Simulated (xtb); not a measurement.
# GFN0-xTB run of C2H7NOSi (SMILES O=CNC[SiH3])

Aim: the energy change on altering one bond length of C2H7NOSi at GFN0-xTB, from 2 runs. 

The results are computed with xtb 6.7.1.

17 further runs of the same task are left out: 17 set aside as unsound or not needed.

## (1) Starting point

C2H7NOSi: 12 atoms, total charge 0, spin state singlet. SMILES: `O=CNC[SiH3]`. The coordinates come from a GFN2-xTB relaxation. This is one conformer, not always the lowest.

Bond lengths: O1–C2 1.208 Å, C2–N3 1.340 Å, N3–C4 1.452 Å, C4–Si5 1.918 Å, C2–H6 1.107 Å, N3–H7 1.006 Å, C4–H8 1.090 Å, C4–H9 1.092 Å, Si5–H10 1.468 Å, Si5–H11 1.464 Å, Si5–H12 1.454 Å. Some angles: O1–C2–N3 124.7°, C2–N3–C4 120.9°, N3–C4–Si5 111.9°, O1–C2–H6 122.9°, N3–C2–H6 112.4°, C2–N3–H7 120.4°, C4–N3–H7 118.3°, N3–C4–H8 108.0°, N3–C4–H9 107.5°, Si5–C4–H8 112.1°.

## (2) Energy and gradient at GFN0-xTB

Contents of in.coord:

```
$coord angs
    -1.0430800     1.9045000     0.2652100  O
    -0.1301400     1.5582600     0.9763600  C
     0.2894500     0.2936500     1.1182100  N
    -0.3214700    -0.7831300     0.3598200  C
     0.1708700    -0.7223500    -1.4931700  Si
     0.4417200     2.2658200     1.6062700  H
     1.1095300     0.0874500     1.6629500  H
    -0.0416200    -1.7265600     0.8281700  H
    -1.4045800    -0.6757100     0.4518900  H
     1.6350100    -0.8264400    -1.5360100  H
    -0.4352900    -1.8931600    -2.1287700  H
    -0.2703900     0.5176700    -2.1109300  H
$end
```

Run with:

```bash
$ xtb in.coord --json --gfn0 --grad -P 1 > out.txt 2> xtb.err
```

Output:

```text
* xtb version 6.7.1
[...]
[WARNING] Please study the warnings concerning your input carefully
-1- prog_main_parseArguments: The use of '--gfn0' is discouraged, please use '--gfn 0' next time
########################################################################
[...]
          :  # basis functions                  40          :
[...]
          :  # electrons                        30          :
[...]
 Zeroth order Hamiltonian       ...        0 min,  0.000 sec ( 16.654%)
[...]
         ::                     SUMMARY                     ::
         :::::::::::::::::::::::::::::::::::::::::::::::::::::
         :: total energy             -16.188390891125 Eh    ::
         :: gradient norm              0.021643403730 Eh/a0 ::
         :: HOMO-LUMO gap              4.361123582809 eV    ::
         ::.................................................::
         :: H0 energy                -16.210593985969 Eh    ::
         :: repulsion energy           0.185808540012 Eh    ::
         :: electrostat energy        -0.123382611622 Eh    ::
         :: -> Gsolv                   0.000000000000 Eh    ::
         ::    -> Gsasa                0.000000000000 Eh    ::
         ::    -> Gshift               0.000000000000 Eh    ::
         :: dispersion energy         -0.003161961818 Eh    ::
         :: short-range corr.         -0.037060871729 Eh    ::
         :: add. restraining           0.000000000000 Eh    ::
         :: total charge              -0.000000000000 e     ::
         :::::::::::::::::::::::::::::::::::::::::::::::::::::
[...]
        15        2.0000           -0.4043176             -11.0020 (HOMO)
        16                         -0.2440492              -6.6409 (LUMO)
[...]
     #   Z          covCN         q      C6AA      α(0)
     1   8          0.858    -0.573    25.393     6.762
     2   6          2.699     0.673    17.420     6.809
     3   7          2.693    -0.914    46.359    10.194
     4   6          3.639    -0.047    24.304     7.167
     5  14          3.641     0.490   138.080    21.749
     6   1          0.922    -0.001     3.072     2.741
     7   1          0.860     0.344     0.596     1.209
     8   1          0.925     0.093     1.849     2.126
     9   1          0.924     0.143     1.437     1.874
    10   1          0.917    -0.074     4.722     3.399
    11   1          0.918    -0.095     5.380     3.628
    12   1          0.921    -0.040     3.862     3.074
[...]
     #   Z sym  total        # sym  WBO       # sym  WBO       # sym  WBO
 ---------------------------------------------------------------------------
     1   8      1.921 --     2      1.640     3      0.185
     2   6      3.907 --     1      1.640     3      1.293     6      0.938
     3   7      3.431 --     2      1.293     4      0.968     7      0.953
                             1      0.185
     4   6      3.859 --     3      0.968     8      0.955     9      0.947
                             5      0.925
     5  14      3.749 --     4      0.925    12      0.897    11      0.894
                            10      0.892
     6   1      0.993 --     2      0.938
     7   1      0.966 --     3      0.953
     8   1      0.987 --     4      0.955
     9   1      0.994 --     4      0.947
    10   1      0.908 --     5      0.892
[...]
          | TOTAL ENERGY              -16.188390891125 Eh   |
          | GRADIENT NORM               0.021643403730 Eh/α |
          | HOMO-LUMO GAP               4.361123582809 eV   |
           -------------------------------------------------
[...]
```

Standard error:

```text
normal termination of xtb
```

Wall time 0.028 s (1 thread of Arm Neoverse V1, shared host).

## (3) The distorted shape, same level

Contents of coord:

```
$coord angs
    -1.1288430     1.7983860     0.1707420  O
    -0.2159030     1.4521460     0.8818920  C
     0.2036870     0.1875360     1.0237420  N
    -0.4072330    -0.8892440     0.2653520  C
     0.0851070    -0.8284640    -1.5876380  Si
     0.4417200     2.2658200     1.6062700  H
     1.0237670    -0.0186640     1.5684820  H
    -0.1273830    -1.8326740     0.7337020  H
    -1.4903430    -0.7818240     0.3574220  H
     1.5492470    -0.9325540    -1.6304780  H
    -0.5210530    -1.9992740    -2.2232380  H
    -0.3561530     0.4115560    -2.2053980  H
$end
```

Run with:

```bash
$ xtb coord --grad --json --gfn 0 | tee run.log
```

Output, cut to the lines that bear on the results:

```text
* xtb version 6.7.1
[...]
          :  # basis functions                  40          :
[...]
          :  # electrons                        30          :
[...]
 Zeroth order Hamiltonian       ...        0 min,  0.000 sec ( 14.143%)
[...]
         ::                     SUMMARY                     ::
         :::::::::::::::::::::::::::::::::::::::::::::::::::::
         :: total energy             -16.176882949179 Eh    ::
         :: gradient norm              0.073496089791 Eh/a0 ::
         :: HOMO-LUMO gap              4.370220385976 eV    ::
         ::.................................................::
         :: H0 energy                -16.188049006403 Eh    ::
         :: repulsion energy           0.173599583641 Eh    ::
         :: electrostat energy        -0.121951019584 Eh    ::
         :: -> Gsolv                   0.000000000000 Eh    ::
         ::    -> Gsasa                0.000000000000 Eh    ::
         ::    -> Gshift               0.000000000000 Eh    ::
         :: dispersion energy         -0.003158168724 Eh    ::
         :: short-range corr.         -0.037324338109 Eh    ::
         :: add. restraining           0.000000000000 Eh    ::
         :: total charge               0.000000000000 e     ::
         :::::::::::::::::::::::::::::::::::::::::::::::::::::
[...]
        15        2.0000           -0.4043030             -11.0016 (HOMO)
        16                         -0.2437003              -6.6314 (LUMO)
[...]
          | TOTAL ENERGY              -16.176882949179 Eh   |
          | GRADIENT NORM               0.073496089791 Eh/α |
          | HOMO-LUMO GAP               4.370220385976 eV   |
           -------------------------------------------------
[...]
```

Standard error:

```text
normal termination of xtb
```

It took 0.028 s on 1 thread of Arm Neoverse V1, shared host.

## (4) Results

At GFN0-xTB:

| quantity | value |
| --- | --- |
| first shape: total energy | -16.18839 Eh |
| first shape: dipole moment | 4.84 D |
| first shape: HOMO energy | -11.00 eV |
| first shape: LUMO energy | -6.64 eV |
| first shape: HOMO–LUMO gap | 4.36 eV |
| first shape: dispersion energy | -8.30 kJ/mol |
| first shape: largest force on an atom | 0.682 eV/Å |
| first shape: mean polarisability (D4 model) | 70.7 bohr³ |
| distorted shape: total energy | -16.17688 Eh |
| distorted shape: dipole moment | 4.64 D |
| distorted shape: HOMO energy | -11.00 eV |
| distorted shape: LUMO energy | -6.63 eV |
| distorted shape: HOMO–LUMO gap | 4.37 eV |
| distorted shape: dispersion energy | -8.29 kJ/mol |
| distorted shape: largest force on an atom | 3.027 eV/Å |
| distorted shape: mean polarisability (D4 model) | 70.7 bohr³ |
| energy change with the C2–H6 bond stretched from 1.107 to 1.273 Å | 0.313 eV |

What this shows: With the C2–H6 bond stretched from 1.107 to 1.273 Å the energy rises by 0.31 eV (7.2 kcal/mol). The first shape isn't relaxed at this level, so the change isn't measured from a minimum. The largest force (first shape) is 0.68 eV/Å: the shape isn't a stationary point for this species at this level.
